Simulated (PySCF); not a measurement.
# RuFOH: relaxation and vibrations of the quintet

Where does quintet RuFOH go from a bent start, is the end point a minimum, and what are its modes, charges and moments?

Program: PySCF 2.14.0. Level of theory: PBE0, basis Ru def2-TZVP with ECP28, F def2-TZVP, O def2-TZVP, H def2-TZVP, scalar-relativistic core potentials, no spin–orbit coupling, density fitting. These are calculated values, not measurements.

## Step 1: The system as given

4 atoms, charge 0, spin multiplicity 5.

Bond lengths: Ru1–F2 1.890 Å, Ru1–O3 1.880 Å, O3–H4 0.960 Å. Angles: F2–Ru1–O3 110.0°, Ru1–O3–H4 130.0°.

```xyz
4
charge 0 multiplicity 5
Ru    0.0000    0.0000    0.0000
F     1.5482    0.0000    1.0841
O    -1.5400    0.0000    1.0783
H    -2.0455    0.7354    1.4323
```

## Step 2: The SCF at the typed geometry

One driver script runs all steps and calls PySCF; scf.py shows how it sets up the SCF of each step. The optimiser is the driver's own. After this first run the driver tries any further starts and a stability analysis.

Contents of scf.py:

```python
from pyscf import gto, scf, dft
mol = gto.M(atom='''
Ru     0.000000     0.000000     0.000000
F      1.548200     0.000000     1.084100
O     -1.540000     0.000000     1.078300
H     -2.045500     0.735400     1.432300''',
    basis={'Ru': 'def2-TZVP', 'F': 'def2-TZVP', 'O': 'def2-TZVP', 'H': 'def2-TZVP'},
    ecp={'Ru': 'def2-TZVP'},
    charge=0, spin=4)
mf = dft.UKS(mol, xc='PBE0')
mf.grids.atom_grid = (50, 194)
aux = {'Ru': 'def2-universal-JKFIT', 'F': 'def2-universal-JKFIT', 'O': 'def2-universal-JKFIT', 'H': 'def2-universal-JKFIT'}
mf = mf.density_fit(auxbasis=aux)
mf.conv_tol = 1e-08
mf.diis_space = 10
mf.max_cycle = 60
mf.init_guess = 'minao'
mf.verbose = 4
mf.kernel()
```

On the command line:

```bash
$ OMP_NUM_THREADS=4 python axn.py task.json out
```

Standard output, cut to the lines that bear on the results:

```text
[... the frontier levels of the middle cycles are left out ...]
init E= -262.523436717783
[... the frontier-level lines of each cycle are left out ...]
cycle= 1 E= -270.12754270767  delta_E= -7.6  |g|= 0.827  |ddm|= 2.89
cycle= 2 E= -269.242319657728  delta_E= 0.885  |g|= 1.59  |ddm|= 2.07
cycle= 3 E= -270.380949702186  delta_E= -1.14  |g|= 0.298  |ddm|= 1.82
cycle= 4 E= -270.402289079  delta_E= -0.0213  |g|= 0.216  |ddm|= 0.24
cycle= 5 E= -270.41917994463  delta_E= -0.0169  |g|= 0.0298  |ddm|= 0.139
cycle= 6 E= -270.419564406379  delta_E= -0.000384  |g|= 0.0183  |ddm|= 0.0284
cycle= 7 E= -270.419727439273  delta_E= -0.000163  |g|= 0.0126  |ddm|= 0.0184
cycle= 8 E= -270.419851190646  delta_E= -0.000124  |g|= 0.00499  |ddm|= 0.0152
cycle= 9 E= -270.419953145389  delta_E= -0.000102  |g|= 0.00279  |ddm|= 0.0189
cycle= 10 E= -270.420033154607  delta_E= -8e-05  |g|= 0.00256  |ddm|= 0.0168
cycle= 11 E= -270.420187285236  delta_E= -0.000154  |g|= 0.00221  |ddm|= 0.036
cycle= 12 E= -270.420377983164  delta_E= -0.000191  |g|= 0.00195  |ddm|= 0.0537
cycle= 13 E= -270.420423068693  delta_E= -4.51e-05  |g|= 0.00178  |ddm|= 0.0135
cycle= 14 E= -270.42053835106  delta_E= -0.000115  |g|= 0.00168  |ddm|= 0.0372
[... 10 cycles left out ...]
cycle= 25 E= -270.421494328233  delta_E= -0.000119  |g|= 0.00852  |ddm|= 0.0242
cycle= 26 E= -270.42152384857  delta_E= -2.95e-05  |g|= 0.00887  |ddm|= 0.0413
cycle= 27 E= -270.421568241547  delta_E= -4.44e-05  |g|= 0.00139  |ddm|= 0.0159
cycle= 28 E= -270.421585610609  delta_E= -1.74e-05  |g|= 0.000498  |ddm|= 0.0282
cycle= 29 E= -270.421598463835  delta_E= -1.29e-05  |g|= 0.000808  |ddm|= 0.0386
cycle= 30 E= -270.42160184164  delta_E= -3.38e-06  |g|= 0.00023  |ddm|= 0.0174
cycle= 31 E= -270.421601846668  delta_E= -5.03e-09  |g|= 0.00115  |ddm|= 0.00502
cycle= 32 E= -270.421601621165  delta_E= 2.26e-07  |g|= 0.000379  |ddm|= 0.0205
cycle= 33 E= -270.42160248721  delta_E= -8.66e-07  |g|= 0.000431  |ddm|= 0.0084
cycle= 34 E= -270.421602614868  delta_E= -1.28e-07  |g|= 0.000226  |ddm|= 0.00093
cycle= 35 E= -270.421602758608  delta_E= -1.44e-07  |g|= 3.29e-05  |ddm|= 0.00273
cycle= 36 E= -270.421602812868  delta_E= -5.43e-08  |g|= 0.000126  |ddm|= 0.00237
cycle= 37 E= -270.421602834281  delta_E= -2.14e-08  |g|= 1.55e-05  |ddm|= 0.00135
cycle= 38 E= -270.421602836459  delta_E= -2.18e-09  |g|= 1.01e-05  |ddm|= 0.000683
Extra cycle  E= -270.421602836918  delta_E= -4.6e-10  |g|= 1.01e-05  |ddm|= 3.65e-05
converged SCF energy = -270.421602836918  <S^2> = 6.0100984  2S+1 = 5.0040377
```

This step, with its further starts and checks, needed 14 s of wall time on 4 threads of Arm Neoverse V2, shared host.

Energies from each starting density:

```
                      start  energy (Eh)
    the minimal-basis guess  -270.421603
a thermally smeared density  -270.418784
      a smeared PBE density  -270.421603
```

No lower solution of this spin turned up from the other starts or in the test of internal stability.

## Step 3: Bent start, quintet: relaxation

The program finds C1 symmetry in the start.

scf.py, as its differences from that of step 2:

```diff
@@ -3,4 +3,4 @@
-Ru     0.000000     0.000000     0.000000
-F      1.548200     0.000000     1.084100
-O     -1.540000     0.000000     1.078300
-H     -2.045500     0.735400     1.432300''',
+Ru    -0.019721    -0.005374    -0.284883
+F      1.528479    -0.005374     0.799217
+O     -1.559721    -0.005374     0.793417
+H     -2.065221     0.730026     1.147417''',
@@ -17 +16,0 @@
-mf.init_guess = 'minao'
```

The optimiser's trace:

```
step  energy (Eh)  change (kJ/mol)  largest gradient (Eh/bohr)
   0  -270.421603             0.00                     0.01801
   1  -270.430444           -23.21                     0.02485
   2  -270.442005           -53.57                     0.03840
   3  -270.445325           -62.28                     0.03197
   4  -270.454954           -87.56                     0.03761
   5  -270.456693           -92.13                     0.03979
   6  -270.460447          -101.99                     0.00695
   7  -270.461039          -103.54                     0.00652
   8  -270.461774          -105.47                     0.00335
   9  -270.461838          -105.64                     0.00378
  10  -270.461879          -105.74                     0.00091
  11  -270.461883          -105.76                     0.00008
  12  -270.461883          -105.76                     0.00001
```

The walk took 29 s.

Positions (Å) and forces (eV/Å) along the way:

```
step 0
Ru  -0.020  -0.005  -0.285   0.031   0.106   0.486
F    1.528  -0.005   0.799   0.900  -0.056  -0.276
O   -1.560  -0.005   0.793  -0.926  -0.036  -0.050
H   -2.065   0.730   1.147  -0.005  -0.015  -0.160
step 1
Ru  -0.008   0.007  -0.200   0.190   0.117   1.277
F    1.662  -0.026   0.743   0.172  -0.049  -0.714
O   -1.639  -0.005   0.780  -0.327  -0.190  -0.438
H   -2.131   0.737   1.132  -0.035   0.122  -0.125
step 6
Ru   0.026  -0.007   0.390   0.349  -0.123   0.050
F    1.923  -0.035   0.427  -0.357   0.009  -0.070
O   -1.863   0.031   0.529   0.188   0.346   0.196
H   -2.202   0.726   1.109  -0.180  -0.233  -0.176
step 12
Ru   0.075   0.012   0.462  -0.001   0.000  -0.001
F    1.951  -0.075   0.364   0.000  -0.001  -0.001
O   -1.803   0.091   0.552   0.001   0.001   0.001
H   -2.340   0.686   1.077   0.001   0.001   0.001
```

It settles in Cs symmetry, 105.8 kJ/mol below the start, after 12 steps: O–H 0.958 Å, Ru–F 1.881 Å, Ru–O 1.882 Å; F–Ru–O 179.6°, H–O–Ru 127.7°.

## Step 4: Frequencies

On the finer grid the gradient is checked again; gradients at displacements of ±0.02 bohr then give force constants and infrared intensities.

scf.py, as its differences from that of step 3:

```diff
@@ -3,4 +3,4 @@
-Ru    -0.019721    -0.005374    -0.284883
-F      1.528479    -0.005374     0.799217
-O     -1.559721    -0.005374     0.793417
-H     -2.065221     0.730026     1.147417''',
+Ru    -0.023576    -0.004446    -0.003607
+F      1.852954    -0.088154    -0.097865
+O     -1.901600     0.076666     0.088405
+H     -2.437072     0.672757     0.613976''',
@@ -11 +11 @@
-mf.grids.atom_grid = (50, 194)
+mf.grids.atom_grid = (75, 302)
@@ -14 +14 @@
-mf.conv_tol = 1e-08
+mf.conv_tol = 1e-10
```

The driver hands on the density of the step before, so the log starts near convergence.

SCF at the final geometry:

```text
init E= -270.461888684365
[... the frontier-level lines of each cycle are left out ...]
cycle= 1 E= -270.461888684177  delta_E= 1.89e-10  |g|= 2.85e-05  |ddm|= 1.94e-05
cycle= 2 E= -270.461888683343  delta_E= 8.33e-10  |g|= 5.86e-05  |ddm|= 4.05e-05
cycle= 3 E= -270.461888684436  delta_E= -1.09e-09  |g|= 1.36e-06  |ddm|= 2.8e-05
cycle= 4 E= -270.461888684437  delta_E= -6.82e-13  |g|= 4.6e-07  |ddm|= 1.35e-06
Extra cycle  E= -270.461888684438  delta_E= -9.09e-13  |g|= 5.83e-07  |ddm|= 1.44e-06
converged SCF energy = -270.461888684438  <S^2> = 6.0062761  2S+1 = 5.0025098
```

The whole step took 64 s.

Geometry: Cs; O–H 0.958 Å, Ru–F 1.881 Å, Ru–O 1.882 Å; F–Ru–O 179.9°, H–O–Ru 127.7°.

Modes, for the most abundant isotopes:

```tsv
ω (cm⁻¹)	IR (km/mol)
132	9.3
136	25.5
548	143
620	72.0
691	207
3911	133
```

No imaginary mode, so this is a minimum.

The SCF density has lower symmetry than the nuclear frame, so the modes carry no labels.

Properties at this point:

| Item | Value |
| --- | --- |
| Dipole moment | 2.33 D |
| Highest occupied level | -7.35 eV |
| Lowest empty level | -3.38 eV |
| Rotational constants | 30.95, 0.1297, 0.1292 cm⁻¹ |
| Zero-point energy | 36.1 kJ/mol |
| Principal polarisabilities | 28.5, 29.2, 48.9 bohr³ |
| Atomisation energy without zero-point energy | 1238 kJ/mol |
| Principal traceless quadrupole moments about the centre of mass | -10.27, 2.93, 7.34 D Å |
| Entropy at 298.15 K and 1 bar (electronic part: spin only) | 299.7 J/(mol K) |
| Heat capacity Cp at 298.15 K | 61.8 J/(mol K) |
| Enthalpy at 298.15 K above 0 K | 14.64 kJ/mol |
| Rotational symmetry number | 1 |
| Spin squared ⟨S²⟩ | 6.006 |

Charges (e) and bond orders:

```json
{"atom": "Ru1", "Mulliken": "0.93", "Löwdin": "0.61", "polar tensor": "1.30", "spin (Mulliken)": "3.65", "Mayer order to Ru1": "–"}
{"atom": "F2", "Mulliken": "-0.53", "Löwdin": "-0.37", "polar tensor": "-0.72", "spin (Mulliken)": "0.14", "Mayer order to Ru1": "0.75"}
{"atom": "O3", "Mulliken": "-0.74", "Löwdin": "-0.40", "polar tensor": "-0.89", "spin (Mulliken)": "0.21", "Mayer order to Ru1": "0.94"}
{"atom": "H4", "Mulliken": "0.34", "Löwdin": "0.16", "polar tensor": "0.31", "spin (Mulliken)": "0.01", "Mayer order to Ru1": "0.02"}
```

Outer orbital energies (eV). α occupied: -11.77, -10.37, -10.28, -9.91, -9.03, -8.23, -7.59, -7.55; empty: -0.26, -0.09, -0.07, 1.12. β occupied: -27.05, -14.25, -11.72, -10.81, -10.73, -9.55, -9.21, -7.35; empty: -3.38, -2.95, -2.68, -2.41.

Mulliken populations on Ru1 (outside its core potential): s 2.53, p 6.16, d 6.36, f 0.01.

## Step 5: What came out

```
                                          quantity                                                                  value
                                           minimum                                                            quintet, Cs
                                          geometry  O–H 0.958 Å, Ru–F 1.881 Å, Ru–O 1.882 Å; F–Ru–O 179.9°, H–O–Ru 127.7°
                                wavenumbers (cm⁻¹)                                          132, 136, 548, 620, 691, 3911
                                     dipole moment                                                                 2.33 D
highest occupied, lowest empty level (either spin)                                                        -7.35, -3.38 eV
                        polar-tensor charge of Ru1                                                                +1.30 e
                                 zero-point energy                                                            36.1 kJ/mol
                               entropy at 298.15 K                                                        299.7 J/(mol K)
         atomisation energy (no zero-point energy)                                                            1238 kJ/mol
                                              ⟨S²⟩                                                                  6.006
```

**Reading.** From C1 at the start the molecule goes to a Cs minimum. In the infrared the band at 691 cm⁻¹ leads. Most of the spin sits on Ru1 (Mulliken spin 3.65, against 4 for the whole molecule). Other starts or spin states, not run here, may lie lower. The SCF density has lower symmetry than the nuclear frame. Open d and f shells are described by one determinant, and the ground state may have another occupation or spin.

The search up to here took 1.8 min.
